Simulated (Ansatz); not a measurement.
# C₃H₁₁GaGeO: one species, many methods

The task here is to estimate one member of a computed series from the others.

The runs use Ansatz 0.2.0, Gaussian basis; functionals in def2-TZVPP, the program's frozen cores in correlated methods.

Levels to be run: LDA (SPW92), PBE-D4, revPBE-D4, BLYP-D4, r2SCAN-D4, B97M-V, PBE0-D4, B3LYP-D4, r2SCANh-D4, r2SCAN0-D4, HSE06-D4, BHLYP-D4, CAM-B3LYP-D4, LC-ωPBE, ωB97X-V, ωB97M-V, B2PLYP, PBE-QIDH; CCSD(T)/def2-SVP; CCSD(T)/def2-TZVPP; MP2/def2-QZVPP; extrapolation to the limit; RPA on PBE.

**The relaxed structure**

An earlier PBE0-D4 in a triple-zeta def2 set relaxation fixed the geometry.

SMILES `C[CH2][GeH]([GaH2])[O]C`, 17 atoms, charge 0, spin multiplicity 1.

Atoms are counted from 1 here; the program's logs count them from 0.

Bond lengths: C1–C2 1.522 Å, C1–H7 1.095 Å, C1–H8 1.093 Å, C1–H9 1.094 Å, C2–Ge3 1.971 Å, C2–H10 1.094 Å, C2–H11 1.094 Å, Ge3–Ga4 2.464 Å, Ge3–O5 1.799 Å, Ge3–H12 1.545 Å, Ga4–H13 1.573 Å, Ga4–H14 1.576 Å, O5–C6 1.401 Å, C6–H15 1.094 Å, C6–H16 1.101 Å, C6–H17 1.099 Å. Angles: C2–C1–H7 111.4°, C2–C1–H8 111.9°, C2–C1–H9 111.7°, H7–C1–H8 107.4°, H7–C1–H9 106.9°, H8–C1–H9 107.2°, C1–C2–Ge3 114.4°, C1–C2–H10 111.2°, C1–C2–H11 110.7°, Ge3–C2–H10 106.4°, Ge3–C2–H11 107.1°, H10–C2–H11 106.6°, C2–Ge3–Ga4 112.5°, C2–Ge3–O5 109.1°, C2–Ge3–H12 109.8°, Ga4–Ge3–O5 110.0°, Ga4–Ge3–H12 113.3°, O5–Ge3–H12 101.7° and more.

The first run:

in.yaml reads:

```yaml
crystal:
  periodic: [false, false, false]
  atoms:
    - {symbol: C, position_ang: [0.881203, -1.735485, -0.396903]}
    - {symbol: C, position_ang: [1.575467, -0.382131, -0.341279]}
    - {symbol: Ge, position_ang: [0.353179, 1.163517, -0.394374]}
    - {symbol: Ga, position_ang: [-1.647227, 0.734830, -1.766858]}
    - {symbol: O, position_ang: [-0.133436, 1.587134, 1.284660]}
    - {symbol: C, position_ang: [-0.866099, 0.649862, 2.024025]}
    - {symbol: H, position_ang: [0.322053, -1.860015, -1.329701]}
    - {symbol: H, position_ang: [0.175470, -1.865974, 0.427429]}
    - {symbol: H, position_ang: [1.597944, -2.559791, -0.343563]}
    - {symbol: H, position_ang: [2.167047, -0.277647, 0.573181]}
    - {symbol: H, position_ang: [2.270888, -0.270461, -1.178451]}
    - {symbol: H, position_ang: [1.127978, 2.428620, -0.824306]}
    - {symbol: H, position_ang: [-3.099328, 0.762402, -1.162134]}
    - {symbol: H, position_ang: [-1.496838, 0.433484, -3.306420]}
    - {symbol: H, position_ang: [-1.229097, 1.134112, 2.934828]}
    - {symbol: H, position_ang: [-1.742900, 0.271428, 1.476146]}
    - {symbol: H, position_ang: [-0.256294, -0.213895, 2.323730]}
basis:
  gaussian: {orbitals: def2-TZVPP}
hamiltonian: {xc: lda}
output: {orbitals: {seedname: orbitals}}
```

The run is started by

```
ansatz run in.yaml --threads 2 --pin off --events-out ev --progress --plain --max-ram 22528MiB --backend cuda --devices 0, --max-vram 18GiB
```

Steps of the session up to this table: LDA; PBE-D4 (GGA); revPBE-D4 (GGA); BLYP-D4 (GGA); r2SCAN-D4 (meta-GGA); B97M-V (meta-GGA); B3LYP-D4 (hybrid); r2SCANh-D4 (hybrid); r2SCAN0-D4 (hybrid); HSE06-D4 (hybrid); BHLYP-D4 (hybrid); CAM-B3LYP-D4 (range-separated); LC-ωPBE (range-separated); ωB97X-V (range-separated); ωB97M-V (range-separated); B2PLYP (double hybrid); PBE-QIDH (double hybrid).

One table of the session follows, with a row left open; its other results are not shown here.

It belongs to the step «Frontier levels by functional». 

```
  functional  HOMO (eV)  LUMO (eV)  gap (eV)
 LDA (SPW92)      -5.72      -3.15      2.57
      PBE-D4      -5.59      -2.87      2.73
   revPBE-D4      -5.54      -2.73      2.81
     BLYP-D4      -5.49      -2.79      2.70
   r2SCAN-D4      -5.87      -2.67      3.20
      B97M-V      -6.01      -2.87      3.14
     PBE0-D4      -6.84      -2.09      4.75
    B3LYP-D4          ?          ?         ?
  r2SCANh-D4      -6.34      -2.39      3.95
  r2SCAN0-D4      -7.02      -1.99      5.04
    HSE06-D4      -6.45      -2.46      3.99
    BHLYP-D4      -7.93      -1.33      6.60
CAM-B3LYP-D4      -8.11      -1.17      6.94
     LC-ωPBE      -9.37       0.00      9.36
     ωB97X-V      -9.07      -0.17      8.90
     ωB97M-V      -8.94      -0.38      8.56
```

Estimate the missing values for B3LYP-D4.

Worked estimate for «HOMO (eV)». Against the share of exact exchange, BLYP-D4 (0, -5.49), BHLYP-D4 (0.5, -7.93) give a slope of -4.88 per unit share; at 0.2 the line stands at -6.47.

**Answer.** HOMO (eV): -6.64; LUMO (eV): -2.34; gap (eV): 4.30. In «HOMO (eV)» the line misses by +0.17.
